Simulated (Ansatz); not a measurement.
# SrTiO3 (Tausonite): the cost of one run

Method: DFT PBE, scalar-relativistic, plane waves, PAW, in Ansatz 0.2.0.

1 further run of the same task is left out (set aside as unsound or not needed).

## (1) The structure to begin with

It takes space group Pm-3m (No. 221, cubic). The conventional cell has a = 3.936 Å, b = 3.936 Å, c = 3.936 Å, α = 90.00°, β = 90.00°, γ = 90.00°. Around Sr (site symmetry m-3m) lie 12 O at 2.78 Å. Ti (site symmetry m-3m) has 6 O at 1.97 Å as nearest neighbours. Around O (site symmetry 4/mmm) lie 2 Ti at 1.97 Å and 4 Sr at 2.78 Å.

As a file:

```cif
data_structure
_symmetry_space_group_name_H-M 'Pm-3m'
_symmetry_Int_Tables_number 221
_cell_length_a 3.9364
_cell_length_b 3.9364
_cell_length_c 3.9364
_cell_angle_alpha 90.000
_cell_angle_beta 90.000
_cell_angle_gamma 90.000
_cell_volume 61.00
loop_
_atom_site_label
_atom_site_type_symbol
_atom_site_symmetry_multiplicity
_atom_site_Wyckoff_symbol
_atom_site_fract_x
_atom_site_fract_y
_atom_site_fract_z
_atom_site_occupancy
Sr1 Sr 1 b 0.50000 0.50000 0.50000 1
Ti1 Ti 1 a 0.00000 0.00000 0.00000 1
O1 O 3 d 0.50000 0.00000 0.00000 1
```

It is the result of an earlier relaxation at this level (volume 12.20 Å³/atom; gap on the mesh: 1.84 eV).

## (2) A stricter relaxation

Response functions are second derivatives at a minimum, so forces and stress are first brought close to zero on the mesh and occupations that the response runs use.

The input, input.yaml:

```yaml
crystal:
  lattice:
    - [3.9364041191, 0.0, 0.0]
    - [0.0, 3.9364041191, 0.0]
    - [0.0, 0.0, 3.9364041191]
  atoms:
    - { symbol: Sr, position: [0.5, 0.5, 0.5] }
    - { symbol: Ti, position: [0.0, 0.0, 0.0] }
    - { symbol: O, position: [0.5, 0.0, 0.0] }
    - { symbol: O, position: [0.0, 0.5, 0.0] }
    - { symbol: O, position: [0.0, 0.0, 0.5] }
basis:
  ecutwfc: 420
kpoints:
  mp_grid: { grid: [8, 8, 8] }
hamiltonian:
  xc: pbe
scf:
  occupations: { method: fixed }
output:
  forces: true
  stress: true
  eigenvalues: true
relax:
  adjacent_minimum: "off"
  f_tol: 0.001
  max_steps: 60
  cell: { stress_tol: 0.01 }
```

The run is started by

```
$ ansatz run input.yaml --threads 2 --pin off --max-ram 5120MiB --backend cpu --events-out ev --progress --plain --runs-dir out
```

Q: Estimate wall time and peak memory on 2 threads of Intel Xeon Platinum 8375C at 2.90GHz (Ice Lake), shared host.

About 3.1 s, with a peak of 0.43 GiB.
